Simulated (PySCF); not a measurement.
# A gas-phase reaction: FGe2H5O → Ge2H5O + F

What reaction energy should one expect for `[F][GeH2][O][GeH3]` → `[GeH2][O][GeH3]` + `[F]`?

Computed with PySCF 2.14.0; each step states its level. No surroundings beyond the atoms listed, unless a continuum is named. Atoms count from 0, parts from 1.

## 1. Starting point

Each species was relaxed by itself at PBE0-D3(BJ)/def2-SVP.

## 2. Energies of the species: wB97M-D3(BJ)/def2-TZVPD

The job: settings as JSON, then the geometry in Å.

```
{"job": {"kind": "react", "xc": "wB97M-D3(BJ)", "basis": "def2-TZVPD"}, "charge": 0, "multiplicity": 1}
-1 FGe2H5O charge 0 multiplicity 1
F      1.546570    -1.283490    -0.551220
Ge     1.509990     0.448110    -0.325050
O     -0.077440     0.790220     0.332880
Ge    -1.522490    -0.263340     0.393630
H      1.670610     1.075330    -1.715900
H      2.582850     0.801000     0.710070
H     -2.649370     0.657210     0.883830
H     -1.265920    -1.413470     1.381250
H     -1.815470    -0.801180    -1.018920

+1 Ge2H5O charge 0 multiplicity 2
Ge     1.840600     0.094400     0.209250
O      0.184000    -0.405690     0.623920
Ge    -1.314790    -0.319370    -0.335780
H      2.645650    -0.047860     1.526840
H      1.805620     1.576380    -0.275820
H     -2.440210    -0.748880     0.615560
H     -1.517550     1.129070    -0.826560
H     -1.203290    -1.278030    -1.537400

+1 F charge 0 multiplicity 2
F      0.000000     0.000000     0.000000
```

Level: wB97M-D3(BJ)/def2-TZVPD reaction energy of separated species, gas phase.

Started as:

```console
> OMP_NUM_THREADS=1 python cluster_run.py task.json out
```

This one command runs all jobs of the session in turn.

**Question.** The jobs that follow are: PBE0-D3(BJ)/def2-TZVPD reaction energy of separated species, gas phase. Predict: reaction energy (wB97M-D3(BJ)/def2-TZVPD); ΔH, ΔG at 298 K (xTB thermal terms). Thermal terms come from harmonic xTB runs on each species.

The runs gave:

```
                                                quantity                    value
               reaction energy (wB97M-D3(BJ)/def2-TZVPD)           131.4 kcal/mol
                     ΔH, ΔG at 298 K (xTB thermal terms)  +129.1, +118.3 kcal/mol
range of the reaction energy over the runs of this table  129.2 to 131.4 kcal/mol
```

In words: The reaction is endothermic by 129.1 kcal/mol in the gas phase; dispersion gives +0.63, and xTB itself gave 129.3 for the electronic energy (xTB energies and thermal terms come from the earlier relaxation of each species, not shown). No barrier was sought. The reaction energy runs from 129.2 (PBE0-D3(BJ)/def2-TZVPD) to 131.4 kcal/mol (wB97M-D3(BJ)/def2-TZVPD).
